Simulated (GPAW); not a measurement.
## AlCr2C: single point with LDA

The system is AlCr2C.

```
Cr Al C
1.0
     2.82510    0.00000    0.00000
    -1.41255    2.44661    0.00000
     0.00000    0.00000   12.60137
Cr Al C
4 2 2
Direct
  0.33333 0.66667 0.08506
  0.66667 0.33333 0.58506
  0.66667 0.33333 0.91494
  0.33333 0.66667 0.41494
  0.33333 0.66667 0.75000
  0.66667 0.33333 0.25000
  0.00000 0.00000 0.00000
  0.00000 0.00000 0.50000
```

The cell comes from a database or a generator and needn't be the stable form of this composition.

* Program: GPAW 26.7.0
* Task: single point
* Functional: LDA
* Potentials or basis: the program's PAW data sets (release 1.2.1) made for this functional
* Cutoff: 600 eV
* Basis: pw
* k mesh: 9 × 9 × 2
* Occupations: fermi-dirac, width 0.05 eV
* Spin: collinear spin, ferromagnetic start
* Starting moments: [4.0, 4.0, 4.0, 4.0, 0.0, 0.0, 0.0, 0.0] μB
* Maxiter: 120
* Convergence: default

The pressure is -7.5 GPa, the largest force is 0.340 eV/Å and the band gap on the k mesh is none (metal or under the smearing width). The net moment is 0.00 μB per cell.

Forces on the atoms (eV/Å):
```
Cr   0.000  0.000 -0.340
Cr   0.000  0.000 -0.340
Cr   0.000  0.000  0.340
Cr   0.000  0.000  0.340
Al   0.000  0.000  0.000
Al   0.000  0.000  0.000
C    0.000  0.000  0.000
C    0.000  0.000  0.000
```

Stress tensor (GPa, compression positive):
```
-7.31  0.00  0.00
 0.00 -7.31  0.00
 0.00  0.00 -7.98
```

Levels at points of the mesh, in eV from the Fermi level:
Spin up:
| k point | band 16 | band 17 | band 18 | band 19 | band 20 | band 21 | band 22 | band 23 |
| --- | --- | --- | --- | --- | --- | --- | --- | --- |
| (0.00, 0.00, 0.00) | -1.07 | -1.05 | -1.05 | -0.18 | -0.18 | -0.15 | -0.15 | 0.58 |
| (0.00, 0.00, 0.50) | -1.06 | -1.06 | -1.06 | -0.17 | -0.17 | -0.17 | -0.17 | 0.61 |
Spin down:
```tsv
k point	band 16	band 17	band 18	band 19	band 20	band 21	band 22	band 23
(0.00, 0.00, 0.00)	-1.07	-1.05	-1.05	-0.18	-0.18	-0.15	-0.15	0.58
(0.00, 0.00, 0.50)	-1.06	-1.06	-1.06	-0.17	-0.17	-0.17	-0.17	0.61
```

Run time: 3.4 min on 1 thread of Arm Neoverse V1 (shared host), peak memory 0.29 GiB.

Caveat: the cutoff is short for stress and forces, so pressures can be off by a GPa or more; the starting moments collapsed, and a magnetic state may lie lower.
